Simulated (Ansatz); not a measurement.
## CH2AlNSe, SMILES N=[C]1[AlH][Se]1: a rigid scan of one bond angle, step by step

With Ansatz's Python interface.

Typed at the interpreter:
```pycon
>>> import warnings
>>> import ansatz
>>> from ase import Atoms
>>> SETTINGS = {
...     "basis_set": "def2-SVP",
...     "functional": "pbe0",
...     "fmax": 0.02,
...     "method": "mp2",
... }
>>> warnings.simplefilter("ignore", ansatz.DeckWarning)
>>> atoms = Atoms(["N", "C", "Al", "Se", "H", "H"], positions=[
...     (0.2727, 0.1006, -1.7796),
...     (-0.2015, -0.2855, -0.6618),
...     (-0.3232, -0.0048, 1.4035),
...     (-1.0754, -1.6578, 0.3524),
...     (0.7647, 1.0143, -1.8591),
...     (0.6048, 0.7692, 2.4984),
... ])
>>> # start the scan from a relaxed geometry
>>> first = (
...     ansatz.Crystal.molecule_from_ase(atoms).calculation()
...     .basis(gaussian=SETTINGS["basis_set"])
...     .functional(SETTINGS["functional"])
...     .relax(force_tolerance=SETTINGS["fmax"], max_steps=80)
... )
>>> atoms.positions = first.run(threads=1).report["positions_ang"]
>>> rows = []
>>> for angle in [85, 95, 105, 115, 125, 140, 160]:
...     bent = atoms.copy()
...     bent.set_angle(1, 0, 4, angle, indices=[4])
...     setup = (
...         ansatz.Crystal.molecule_from_ase(bent).calculation()
...         .basis(gaussian=SETTINGS["basis_set"])
...         .correlation(SETTINGS["method"])
...     )
...     rows.append((angle, setup.run(threads=1).report["free_energy_ev"]))
...
>>> floor = min(e for _, e in rows)
>>> for angle, e in rows:
...     print(f"angle C1-N0-H4 = {angle:3d} deg   {1000 * (e - floor):9.1f} meV")
...
angle C1-N0-H4 =  85 deg       417.5 meV
angle C1-N0-H4 =  95 deg       134.5 meV
angle C1-N0-H4 = 105 deg         4.0 meV
angle C1-N0-H4 = 115 deg         0.0 meV
angle C1-N0-H4 = 125 deg        91.1 meV
angle C1-N0-H4 = 140 deg       326.5 meV
angle C1-N0-H4 = 160 deg       629.9 meV
```

What to keep in mind:
- The scan is rigid, and the energies are electronic, in a modest basis. The zero is the lowest point of the grid, which needn't be the minimum.
- The start is relaxed with a density functional and scanned with the wavefunction method, so it isn't exactly that method's minimum.
- Hardware and time: 65 s on 1 thread of Arm Neoverse V1, on a shared host, peak memory 0.26 GiB.
